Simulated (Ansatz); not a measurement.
# C4H11OSb: taking an electron away

An exercise on one series of results from a longer session: the logs are not shown, and one member is left open.

The runs use Ansatz 0.2.0, Gaussian basis; unrestricted cation, the program's frozen cores in correlated methods.

Levels to be run: UKS PBE-D4/def2-TZVPP; UKS r2SCAN-D4/def2-TZVPP; UKS PBE0-D4/def2-TZVPP; UKS B3LYP-D4/def2-TZVPP; UKS wB97X-V/def2-TZVPP; UKS wB97M-V/def2-TZVPP; UKS B2PLYP/def2-TZVPP; then −ε(HOMO) from the neutral's earlier runs with LDA (SPW92), PBE-D4, revPBE-D4, BLYP-D4, r2SCAN-D4, B97M-V, PBE0-D4, B3LYP-D4, r2SCANh-D4, r2SCAN0-D4, HSE06-D4, BHLYP-D4, CAM-B3LYP-D4, LC-ωPBE, ωB97X-V, ωB97M-V.

**The relaxed structure**

The geometry comes from an earlier relaxation with PBE0-D4 in a triple-zeta def2 set; it is a stationary point, not always the lowest conformer. Sb takes the def2 core potential; no spin-orbit term is included.

SMILES `C[O][SbH][CH](C)C`, 17 atoms, charge 0, spin multiplicity 1.

Atoms are counted from 1 here; the program's logs count them from 0.

Bond lengths: C1–O2 1.405 Å, C1–H7 1.098 Å, C1–H8 1.094 Å, C1–H9 1.099 Å, O2–Sb3 1.978 Å, Sb3–C4 2.175 Å, Sb3–H10 1.716 Å, C4–C5 1.516 Å, C4–C6 1.520 Å, C4–H11 1.096 Å, C5–H12 1.094 Å, C5–H13 1.096 Å, C5–H14 1.091 Å, C6–H15 1.095 Å, C6–H16 1.096 Å, C6–H17 1.094 Å. Angles: O2–C1–H7 112.8°, O2–C1–H8 107.9°, O2–C1–H9 112.5°, H7–C1–H8 107.8°, H7–C1–H9 107.9°, H8–C1–H9 107.7°, C1–O2–Sb3 117.9°, O2–Sb3–C4 96.2°, O2–Sb3–H10 92.2°, C4–Sb3–H10 91.9°, Sb3–C4–C5 111.5°, Sb3–C4–C6 109.0°, Sb3–C4–H11 104.3°, C5–C4–C6 112.8°, C5–C4–H11 109.6°, C6–C4–H11 109.2°, C4–C5–H12 110.8°, C4–C5–H13 110.7° and more.

Geometry (Å):

```tsv
atom	x (Å)	y (Å)	z (Å)
C1	1.15080	-2.53087	-1.34759
O2	1.27158	-1.14769	-1.13437
Sb3	1.26097	-0.49482	0.73322
C4	-0.67502	0.48964	0.62592
C5	-0.86475	1.20206	-0.69882
C6	-0.82583	1.41786	1.82019
H7	1.89497	-3.11366	-0.78791
H8	1.30824	-2.72162	-2.41300
H9	0.15474	-2.91238	-1.08273
H10	2.08202	0.94892	0.30354
H11	-1.40004	-0.32765	0.71104
H12	-0.17622	2.04769	-0.78711
H13	-1.88483	1.59489	-0.78422
H14	-0.68186	0.53822	-1.54567
H15	-0.08639	2.22468	1.79098
H16	-1.81459	1.88967	1.82184
H17	-0.71379	0.89508	2.77469
```

Set-up of the first run:

Contents of in.yaml:

```yaml
crystal:
  periodic: [false, false, false]
  atoms:
    - {symbol: C, position_ang: [1.150799, -2.530871, -1.347592]}
    - {symbol: O, position_ang: [1.271580, -1.147692, -1.134369]}
    - {symbol: Sb, position_ang: [1.260968, -0.494824, 0.733222]}
    - {symbol: C, position_ang: [-0.675023, 0.489639, 0.625920]}
    - {symbol: C, position_ang: [-0.864750, 1.202061, -0.698824]}
    - {symbol: C, position_ang: [-0.825833, 1.417858, 1.820190]}
    - {symbol: H, position_ang: [1.894972, -3.113658, -0.787906]}
    - {symbol: H, position_ang: [1.308242, -2.721620, -2.412999]}
    - {symbol: H, position_ang: [0.154735, -2.912377, -1.082730]}
    - {symbol: H, position_ang: [2.082025, 0.948924, 0.303538]}
    - {symbol: H, position_ang: [-1.400042, -0.327650, 0.711040]}
    - {symbol: H, position_ang: [-0.176222, 2.047687, -0.787114]}
    - {symbol: H, position_ang: [-1.884828, 1.594891, -0.784222]}
    - {symbol: H, position_ang: [-0.681859, 0.538218, -1.545666]}
    - {symbol: H, position_ang: [-0.086389, 2.224681, 1.790984]}
    - {symbol: H, position_ang: [-1.814587, 1.889674, 1.821843]}
    - {symbol: H, position_ang: [-0.713787, 0.895078, 2.774695]}
basis:
  gaussian: {orbitals: def2-TZVPP}
total_charge: 1
magnetization: {spin_polarized: true, initial_magnetization: 1}
hamiltonian: {xc: pbe, dispersion: d4}
```

Steps of the session up to this table: Cation, UKS PBE-D4/def2-TZVPP; Cation, UKS r2SCAN-D4/def2-TZVPP; Cation, UKS PBE0-D4/def2-TZVPP; Cation, UKS B3LYP-D4/def2-TZVPP; Cation, UKS wB97X-V/def2-TZVPP; Cation, UKS wB97M-V/def2-TZVPP; Cation, UKS B2PLYP (frozen core)/def2-TZVPP.

One table of the session follows, with a row left open; its other results are not shown here.

It belongs to the step «Ionisation energies side by side». Orbital estimates, from the neutral's runs:

```
  functional  −ε(HOMO) (eV)
 LDA (SPW92)           5.66
      PBE-D4           5.52
   revPBE-D4           5.46
     BLYP-D4           5.41
   r2SCAN-D4           5.76
      B97M-V              ?
     PBE0-D4           6.64
    B3LYP-D4           6.46
  r2SCANh-D4           6.18
  r2SCAN0-D4           6.80
    HSE06-D4           6.25
    BHLYP-D4           7.63
CAM-B3LYP-D4           7.90
     LC-ωPBE           9.12
     ωB97X-V           8.83
     ωB97M-V           8.74
```

**Question.** Estimate the row for B97M-V.

The run gave: −ε(HOMO) (eV): 5.83. In the column «−ε(HOMO) (eV)» it lies between r2SCAN-D4 (5.76) and r2SCANh-D4 (6.18).
